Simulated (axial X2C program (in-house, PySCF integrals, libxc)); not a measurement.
**SnO: from the state search to constants**

What are the state, bond length, wavenumber and bond energy of SnO, and what does spin–orbit coupling change?

The runs use an in-house X2C program for linear molecules on PySCF integrals; all-electron X2C, Sn dyall-cv3z, O dyall-av3z.

All values are calculated.

## (1) Input

File task.json:

```json
{"zs": [50, 8], "q": 0, "bas": ["dyall-cv3z", "dyall-av3z"], "levels": ["PBE0", "HF", "TPSSh"], "cc": true, "r0": 1.87, "thr": -2.0, "nmax": 110, "npts": 10, "nst": 2, "ntry": 8}
```

Keys: zs atomic numbers; q charge; bas basis sets; levels methods (HF also brings MP2); cc coupled cluster on or off; r0 starting distance in Å; thr threshold in hartree for freezing inner shells (an s shell follows its p shell); nmax most natural virtual spinors; npts points asked for on the curve; nst determinants followed; ntry starts of the search.

Command:

```console
python so2c.py task.json out
```

Spin-free means the one-electron spin-free X2C Hamiltonian; two-component (2c) means X2C with spin–orbit coupling and atomic mean-field two-electron Coulomb and Gaunt terms. Basis: Sn dyall-cv3z contracted to [11s12p9d4f1g], O dyall-av3z contracted to [7s6p3d2f]; Gaussian nuclei, density fitting. Masses: Sn 119.902 u, O 15.995 u.

Notation: σ, π±, δ± give the projection m of an orbital's angular momentum (0, ±1, ±2), α and β its spin, Λ and M_S the sums; ω is the projection of a spinor's total angular momentum and Ω the sum. Logs are in hartree.

After this run come: PBE0, spin-free; HF, spin-free; TPSSh, spin-free; MP2 and beyond, spin-free; PBE0, 2c; HF, 2c; TPSSh, 2c; Correlated methods, 2c.

Before running it: what results should come out? Wanted: for each run, Hamiltonian; Re; ωe; De; μ.

The runs gave:

Lowest determinant that the search found at its distance, spin-free: M_S = 0, Λ = 0 (closed shell).

Lowest determinant that the search found at its distance, 2c: Ω = 0 (closed shell).

```json
{"Hamiltonian": "spin-free", "level": "PBE0", "Re (Å)": "1.818", "ωe (cm⁻¹)": "870", "De (eV)": "5.37", "μ (D)": "-4.32"}
{"Hamiltonian": "spin-free", "level": "HF", "Re (Å)": "1.787", "ωe (cm⁻¹)": "965", "De (eV)": "1.76", "μ (D)": "-5.06"}
{"Hamiltonian": "spin-free", "level": "MP2", "Re (Å)": "1.846", "ωe (cm⁻¹)": "801", "De (eV)": "6.24", "μ (D)": "n/a"}
{"Hamiltonian": "spin-free", "level": "CCSD", "Re (Å)": "1.818", "ωe (cm⁻¹)": "880", "De (eV)": "5.29", "μ (D)": "n/a"}
{"Hamiltonian": "spin-free", "level": "CCSD(T)", "Re (Å)": "1.835", "ωe (cm⁻¹)": "829", "De (eV)": "5.60", "μ (D)": "n/a"}
{"Hamiltonian": "spin-free", "level": "TPSSh", "Re (Å)": "1.831", "ωe (cm⁻¹)": "844", "De (eV)": "5.51", "μ (D)": "-4.14"}
{"Hamiltonian": "2c", "level": "PBE0", "Re (Å)": "1.819", "ωe (cm⁻¹)": "868", "De (eV)": "5.33", "μ (D)": "-4.31"}
{"Hamiltonian": "2c", "level": "TPSSh", "Re (Å)": "1.832", "ωe (cm⁻¹)": "843", "De (eV)": "5.49", "μ (D)": "-4.13"}
```

Dipoles are positive if O is the positive end. No constants: 2c HF (the dipole of the solution doesn't run smoothly along the scan, a sign that its character may change, so the fit is set aside); 2c MP2 (the dipole of the HF reference doesn't run smoothly along the scan, a sign that its character may change, so the fit is set aside); 2c CCSD (the dipole of the HF reference doesn't run smoothly along the scan, a sign that its character may change, so the fit is set aside); 2c CCSD(T) (the dipole of the HF reference doesn't run smoothly along the scan, a sign that its character may change, so the fit is set aside).

In words: At PBE0, going from spin-free to two-component changes Re by +1 mÅ, ωe by -0.2 %; the spin-free picture holds up (part of it comes from the scalar share of the two-electron terms). De moves by -0.04 eV; both De rest on single-determinant atoms, which can miss part of an open shell's spin–orbit lowering.

De refers to Sn + O, each in the lowest determinant found, which need not be this curve's own limit. Each curve is one determinant whose occupation by symmetry is held fixed; it was picked as the lowest of a PBE0 search that is not exhaustive. Closed shells are restricted here (equal orbitals for both partners), which fails at long range if the bond breaks into open shells. Dissociation energies refer to the lowest single-determinant-based atoms at the same level and basis. Coupled cluster ran in a truncated set of natural virtual spinors; the MP2 energy of the rest was added. The meta-GGAs lack a current-density term, which matters for open shells with orbital currents, atoms included. T1 at Re is 0.029 (Lee–Taylor), above the customary mark of 0.02.
